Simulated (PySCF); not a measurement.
# C₆H₆BF₂N+ (doublet): open-shell or spin-flip excitations

Wanted: open-shell or spin-flip excitations for C₆H₆BF₂N+ (doublet) (`[NH2+]c1ccccc1B(F)F`).

Programs: PySCF 2.14.0, with routines of our own; each step states its level. All values are computed. Atoms count from 0.

## (1) The system as given

16 atoms, charge 1, multiplicity 2; geometry from: GFN2-xTB.

## (2) Open-shell or spin-flip excitations: unrestricted TDDFT CAM-B3LYP/def2-SVP

Job settings and geometry (Å):

```
{"job": {"kind": "uabs", "xc": "CAM-B3LYP", "basis": "def2-SVP", "nstates": 10, "tda": false}, "charge": 1, "multiplicity": 2}
N      0.988462    -1.884299     0.146188
C      0.165812    -0.855084     0.037081
C     -1.239080    -1.097542    -0.091292
C     -2.120793    -0.056182    -0.202570
C     -1.645880     1.263120    -0.194713
C     -0.274349     1.522245    -0.071108
C      0.655240     0.504113     0.046607
B      2.182061     0.874214     0.185900
F      2.578291     2.111754     0.193588
F      3.113213    -0.047609     0.303610
H      1.990173    -1.757794     0.241550
H      0.630930    -2.832347     0.136639
H     -1.586951    -2.120232    -0.096797
H     -3.179087    -0.246834    -0.297416
H     -2.338989     2.086555    -0.283505
H      0.073348     2.544866    -0.065174
```

Method: unrestricted TDDFT CAM-B3LYP/def2-SVP, vertical, gas phase, core orbitals frozen in the response.

On the command line:

```bash
$ OMP_NUM_THREADS=1 python excited_run.py task.json out
```

The driver reads the jobs from task.json and runs them one after another.

Output:

```text
coarse grid: 14560 points
cycle   1  E = -510.6141438065  dE =  2.206e+00  |g| = 4.996e-01  |ddm| = 3.804e+00
cycle   2  E = -510.6016589693  dE =  1.248e-02  |g| = 6.048e-01  |ddm| = 1.030e+00
cycle   3  E = -510.7234163521  dE = -1.218e-01  |g| = 4.667e-02  |ddm| = 5.035e-01
cycle   4  E = -510.7243976797  dE = -9.813e-04  |g| = 3.365e-02  |ddm| = 9.997e-02
cycle   5  E = -510.7251064994  dE = -7.088e-04  |g| = 9.880e-03  |ddm| = 4.232e-02
cycle   6  E = -510.7252554163  dE = -1.489e-04  |g| = 5.369e-03  |ddm| = 1.861e-02
cycle   7  E = -510.7253391211  dE = -8.370e-05  |g| = 3.631e-03  |ddm| = 1.537e-02
cycle   8  E = -510.7253808416  dE = -4.172e-05  |g| = 1.315e-03  |ddm| = 1.428e-02
cycle   9  E = -510.7253876491  dE = -6.807e-06  |g| = 8.063e-04  |ddm| = 6.103e-03
final grid: 144888 points
cycle  10  E = -510.8056512092  dE = -6.153e-05  |g| = 2.596e-03  |ddm| = 2.464e-02
cycle  11  E = -510.8056530327  dE = -1.823e-06  |g| = 2.042e-03  |ddm| = 5.600e-03
cycle  12  E = -510.8056550082  dE = -1.976e-06  |g| = 3.038e-04  |ddm| = 2.128e-03
cycle  13  E = -510.8056550989  dE = -9.063e-08  |g| = 2.316e-04  |ddm| = 5.113e-04
cycle  14  E = -510.8056551547  dE = -5.582e-08  |g| = 8.268e-05  |ddm| = 3.582e-04
cycle  15  E = -510.8056551922  dE = -3.747e-08  |g| = 5.310e-05  |ddm| = 4.088e-04
cycle  16  E = -510.8056552018  dE = -9.618e-09  |g| = 2.381e-05  |ddm| = 2.341e-04
cycle  17  E = -510.8056552037  dE = -1.960e-09  |g| = 1.356e-05  |ddm| = 9.110e-05
cycle  18  E = -510.8056552045  dE = -7.334e-10  |g| = 7.792e-06  |ddm| = 6.264e-05
converged SCF energy = -510.8056552045

Static polarisability (au): isotropic 77.277, principal 34.761 86.255 110.817

<S^2> of the reference = 0.7919 (exact 0.7500)

Excitations
state   eV       nm        f      <S^2>   main configurations
  1   1.8835    658.3   0.00485   0.833   Hb->Lb 0.98
  2   3.4324    361.2   0.07043   0.895   H-1b->Lb 0.80
  3   3.8366    323.2   0.00011   0.830   H-2b->Lb 0.96
  4   4.2644    290.7   0.00646   2.310   H-1a->La 0.34, Hb->L+1b 0.29, Ha->L+1a 0.09, H-1a->L+1a 0.08
  5   4.5927    270.0   0.00029   0.834   H-3b->Lb 0.95
  6   4.8352    256.4   0.05370   0.857   Ha->La 0.76, Ha->L+1a 0.12
  7   5.4532    227.4   0.15205   1.026   Ha->L+1a 0.59, Hb->L+1b 0.12, H-7b->Lb 0.10, H-1b->Lb 0.09
  8   5.6739    218.5   0.01509   1.994   H-1a->L+1a 0.30, H-7b->Lb 0.29, H-1a->La 0.11, Hb->L+2b 0.10
  9   5.8228    212.9   0.00005   0.908   H-5b->Lb 0.44, H-4b->Lb 0.43
 10   5.9031    210.0   0.02652   1.751   H-7b->Lb 0.35, H-1a->L+1a 0.25, Hb->L+2b 0.13
```

Run time: 3.1 min. Hardware: 1 thread of Intel Xeon at 2.70GHz, shared host; peak memory 0.76 GiB.

Key values:

| quantity | value |
| --- | --- |
| ⟨S²⟩ | 0.792 |

Löwdin spin populations:

N0 0.33; C1 0.06; C2 0.24; C3 -0.12; C4 0.37; C5 -0.07; C6 0.18; B7 0.01; F8 0.00; F9 0.00; H10 0.00; H11 0.00; H12 0.00; H13 0.00; H14 0.00; H15 0.00

Orbitals, density, ELF and potential are computed afterwards from the orbital file.

ELF in a plane through or near 16 of the atoms.

Ten even steps from ' ' (0.00) to '@' (1.00):
```
                                                        
                                                        
                                                        
                      ..##@@%%    ..::::....            
            --==..    ==@@@@@@..  ++####**==::          
          ##@@@@@@==  ==@@@@@@--  ##%%++%%##==          
        ::@@@@@@@@%%==++**%%##..  ==%%####++..          
          ==@@@@@@::--@@==--##==**--....::......        
              ::**--..##++%%++::%%@@..::%%%%%%**::      
        --****++**####..  --**..****::****++%%**::      
      ==@@@@@@@@..##++--..++%%@@++..  ==%%%%%%==..      
      **@@@@@@@@****@@--##**%%::==..::  ..----..        
      ..%%@@%%++..==--##++%%==%%++##@@@@==              
                  %%@@@@##....**::==@@@@%%==            
                ==@@@@@@##  ==@@@@%%::....              
                --@@@@@@--  **@@@@%%..                  
                  --**++    ::@@@@##..                  
                                                        
                                                        
                                                        
```
The map spans 11.5 Å across and 10.7 Å up, centred on the molecule. Atoms in the plane (x, y in Å): N0 (1.2, -1.8), C1 (0.3, -0.8), C2 (-1.1, -1.2), C3 (-2.1, -0.3), C4 (-1.8, 1.1), C5 (-0.4, 1.5), C6 (0.6, 0.6), B7 (2.1, 1.1), F8 (2.3, 2.4), F9 (3.1, 0.3), H10 (2.2, -1.5), H11 (0.9, -2.7), H12 (-1.3, -2.3), H13 (-3.1, -0.6), H14 (-2.6, 1.8), H15 (-0.2, 2.5).

On the surface of density 0.002 e/bohr³ the electrostatic potential runs, from the 1st to the 99th percentile, from 2.33 V near F8 to 6.59 V near H11.

The spin density lies nearest to C4 22 %; N0 20 %; C2, C6 about 13 % each; C3 7 % (beta excess).

## (3) Open-shell or spin-flip excitations: unrestricted TDDFT CAM-B3LYP/def2-SVP in toluene

The job, as its differences from that of step 2:

```diff
@@ -1,2 +1,2 @@
-{"job": {"kind": "uabs", "xc": "CAM-B3LYP", "basis": "def2-SVP", "nstates": 10, "tda": false}, "charge": 1, "multiplicity": 2}
+{"job": {"kind": "uabs", "xc": "CAM-B3LYP", "basis": "def2-SVP", "nstates": 10, "tda": false, "solvent": "toluene", "pol": false}, "charge": 1, "multiplicity": 2}
 N      0.988462    -1.884299     0.146188
```

Method: unrestricted TDDFT CAM-B3LYP/def2-SVP, vertical, IEF-PCM toluene (non-equilibrium linear response), core orbitals frozen in the response.

Output:

```text
coarse grid: 14560 points
cycle   1  E = -510.6719891886  dE =  2.149e+00  |g| = 4.902e-01  |ddm| = 3.811e+00
cycle   2  E = -510.6666389530  dE =  5.350e-03  |g| = 5.775e-01  |ddm| = 9.478e-01
cycle   3  E = -510.7752853826  dE = -1.086e-01  |g| = 4.039e-02  |ddm| = 4.563e-01
cycle   4  E = -510.7762294795  dE = -9.441e-04  |g| = 2.703e-02  |ddm| = 8.995e-02
cycle   5  E = -510.7767356604  dE = -5.062e-04  |g| = 8.995e-03  |ddm| = 3.423e-02
cycle   6  E = -510.7768828215  dE = -1.472e-04  |g| = 5.039e-03  |ddm| = 1.772e-02
cycle   7  E = -510.7769752762  dE = -9.245e-05  |g| = 3.349e-03  |ddm| = 1.813e-02
cycle   8  E = -510.7770054875  dE = -3.021e-05  |g| = 1.184e-03  |ddm| = 1.180e-02
cycle   9  E = -510.7770115692  dE = -6.082e-06  |g| = 6.269e-04  |ddm| = 5.923e-03
final grid: 144888 points
cycle  10  E = -510.8572617585  dE = -6.155e-05  |g| = 2.636e-03  |ddm| = 2.468e-02
cycle  11  E = -510.8572634594  dE = -1.701e-06  |g| = 2.163e-03  |ddm| = 5.024e-03
cycle  12  E = -510.8572655314  dE = -2.072e-06  |g| = 3.323e-04  |ddm| = 1.936e-03
cycle  13  E = -510.8572656146  dE = -8.322e-08  |g| = 2.340e-04  |ddm| = 4.831e-04
cycle  14  E = -510.8572656648  dE = -5.021e-08  |g| = 7.046e-05  |ddm| = 3.422e-04
cycle  15  E = -510.8572656900  dE = -2.511e-08  |g| = 4.562e-05  |ddm| = 3.211e-04
cycle  16  E = -510.8572656968  dE = -6.799e-09  |g| = 2.058e-05  |ddm| = 1.817e-04
cycle  17  E = -510.8572656984  dE = -1.690e-09  |g| = 1.229e-05  |ddm| = 8.374e-05
cycle  18  E = -510.8572656991  dE = -7.080e-10  |g| = 6.925e-06  |ddm| = 6.184e-05
converged SCF energy = -510.8572656991

<S^2> of the reference = 0.7943 (exact 0.7500)

Excitations
state   eV       nm        f      <S^2>   main configurations
  1   1.9489    636.2   0.00727   0.837   Hb->Lb 0.97
  2   3.3921    365.5   0.10263   0.882   H-1b->Lb 0.83
  3   3.9374    314.9   0.00013   0.833   H-2b->Lb 0.97
  4   4.2493    291.8   0.01009   2.310   H-1a->La 0.35, Hb->L+1b 0.29, Ha->L+1a 0.09
  5   4.6540    266.4   0.00038   0.839   H-3b->Lb 0.96
  6   4.7332    261.9   0.07999   0.870   Ha->La 0.80, Ha->L+1a 0.08
  7   5.3562    231.5   0.20318   1.038   Ha->L+1a 0.64, H-5b->Lb 0.11, Hb->L+1b 0.09
  8   5.6671    218.8   0.01349   1.808   H-5b->Lb 0.37, H-1a->L+1a 0.23, H-1a->La 0.09
  9   5.9170    209.5   0.04905   1.880   H-1a->L+1a 0.34, H-5b->Lb 0.25, Hb->L+2b 0.14, H-1a->La 0.09
 10   5.9631    207.9   0.00008   0.940   H-4b->Lb 0.60, H-6b->Lb 0.25
```

It took 2.1 min on 1 thread of Intel Xeon at 2.70GHz, shared host; peak memory 0.86 GiB.

From this job:

| quantity | value |
| --- | --- |
| ⟨S²⟩ | 0.794 |

## (4) What came out

```
                                                                                                        quantity                        value
           lowest and brightest state of nearly pure spin, of 10 (step 2, unrestricted TDDFT CAM-B3LYP/def2-SVP)  1.88 eV; 3.43 eV, f = 0.070
lowest and brightest state of nearly pure spin, of 10 (step 3, unrestricted TDDFT CAM-B3LYP/def2-SVP in toluene)  1.95 eV; 3.39 eV, f = 0.103
```

What this shows: States whose ⟨S²⟩ lies well above the reference's are mixtures of spin states, an artefact of the unrestricted response, and are left out of the summary. The lowest state of nearly pure spin runs from 1.88 to 1.95 eV over the runs.
